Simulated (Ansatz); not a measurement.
# C₂H₇FOSi: how energies converge with the basis set

One table from this session's results is given with a row withheld; the runs are named, their logs left out.

Method: one geometry, several basis sets; program: Ansatz 0.2.0, Gaussian basis.

The runs, in order: PBE0-D4/def2-SVP; ωB97M-V/def2-SVP; PBE0-D4/def2-QZVPP; ωB97M-V/def2-QZVPP; the functionals' def2-TZVPP values are taken from earlier runs.

## The relaxed structure

All runs share one geometry, relaxed beforehand with PBE0-D4 in a triple-zeta def2 set.

SMILES `C[SiH2]OCF`, 12 atoms, charge 0, spin multiplicity 1.

Atoms are counted from 1 here; the program's logs count them from 0.

Bond lengths: C1–Si2 1.856 Å, C1–H6 1.092 Å, C1–H7 1.094 Å, C1–H8 1.092 Å, Si2–O3 1.665 Å, Si2–H9 1.491 Å, Si2–H10 1.483 Å, O3–C4 1.366 Å, C4–F5 1.383 Å, C4–H11 1.098 Å, C4–H12 1.093 Å. Angles: Si2–C1–H6 110.8°, Si2–C1–H7 110.3°, Si2–C1–H8 110.6°, H6–C1–H7 108.2°, H6–C1–H8 108.3°, H7–C1–H8 108.5°, C1–Si2–O3 112.1°, C1–Si2–H9 110.7°, C1–Si2–H10 111.3°, O3–Si2–H9 107.6°, O3–Si2–H10 104.8°, H9–Si2–H10 110.0°, Si2–O3–C4 124.0°, O3–C4–F5 110.6°, O3–C4–H11 112.1°, O3–C4–H12 109.0°, F5–C4–H11 106.3°, F5–C4–H12 107.3° and more.

Set-up of the first run:

in.yaml

```yaml
crystal:
  periodic: [false, false, false]
  atoms:
    - {symbol: C, position_ang: [-1.281233, 0.479385, 1.179615]}
    - {symbol: Si, position_ang: [0.368913, -0.320208, 0.895422]}
    - {symbol: O, position_ang: [1.152659, 0.312876, -0.430723]}
    - {symbol: C, position_ang: [0.926680, -0.091914, -1.715425]}
    - {symbol: F, position_ang: [-0.354068, 0.244864, -2.114275]}
    - {symbol: H, position_ang: [-1.170994, 1.557847, 1.313761]}
    - {symbol: H, position_ang: [-1.752246, 0.070002, 2.077620]}
    - {symbol: H, position_ang: [-1.944593, 0.305482, 0.330015]}
    - {symbol: H, position_ang: [0.213552, -1.786354, 0.670783]}
    - {symbol: H, position_ang: [1.289200, -0.075084, 2.032115]}
    - {symbol: H, position_ang: [1.008317, -1.180824, -1.825780]}
    - {symbol: H, position_ang: [1.620814, 0.428831, -2.379229]}
basis:
  gaussian: {orbitals: def2-SVP}
hamiltonian: {xc: pbe0, dispersion: d4}
output: {orbitals: {seedname: orbitals}}
```

The run is started by

```console
ansatz run in.yaml --threads 4 --pin off --events-out ev --progress --plain --max-ram 10444MiB
```

Steps of the session up to this table: PBE0-D4 in def2-SVP; ωB97M-V in def2-SVP; PBE0-D4 in def2-QZVPP; ωB97M-V in def2-QZVPP.

One table of the session follows, with a row left open; its other results are not shown here.

It belongs to the step «Density functionals: the series». 

```
functional       basis  HOMO (eV)  LUMO (eV)
   PBE0-D4    def2-SVP          ?          ?
   PBE0-D4  def2-TZVPP      -8.61       0.70
   PBE0-D4  def2-QZVPP      -8.64       0.48
   ωB97M-V    def2-SVP     -10.82       3.17
   ωB97M-V  def2-TZVPP     -10.94       2.30
   ωB97M-V  def2-QZVPP     -10.96       1.69
```

Q: Estimate the row for PBE0-D4, def2-SVP from the others.

**Answer.** HOMO (eV): -8.51; LUMO (eV): 1.27. In the column «HOMO (eV)» it is the highest.
